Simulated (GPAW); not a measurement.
Crystal: Ta4N3.

```
CELL_PARAMETERS angstrom
-2.20320 2.20320 4.31061
2.20320 -2.20320 4.31061
2.20320 2.20320 -4.31061
ATOMIC_POSITIONS crystal
Ta 0.73618 0.73618 0.00000
Ta 0.50000 0.00000 0.50000
Ta 0.26382 0.26382 0.00000
Ta 0.00000 0.50000 0.50000
N 0.25000 0.75000 0.50000
N 0.00000 0.00000 0.00000
N 0.75000 0.25000 0.50000
```

The cell comes from a database or a generator and needn't be the stable form of this composition.

Base run:

- Program: GPAW 26.7.0
- Functional: LDA
- Potentials or basis: the program's PAW data sets (release 1.2.1) made for this functional
- Cutoff: 800 eV
- Basis: pw
- k mesh: 6 × 6 × 6
- Occupations: fermi-dirac, width 0.05 eV
- Spin: no spin polarisation

Its results: pressure -17.2 GPa; largest force 0.335 eV/Å.

**Question.** The run is repeated on the same cell with these changes: functional from LDA to PBEsol; potentials or basis from the program's PAW data sets (release 1.2.1) made for this functional to PAW data sets generated in the run's folder for this functional. What comes out?

**Answer.** Pressure -10.0 GPa; largest force 0.232 eV/Å.

Not every run made on this cell is shown here.
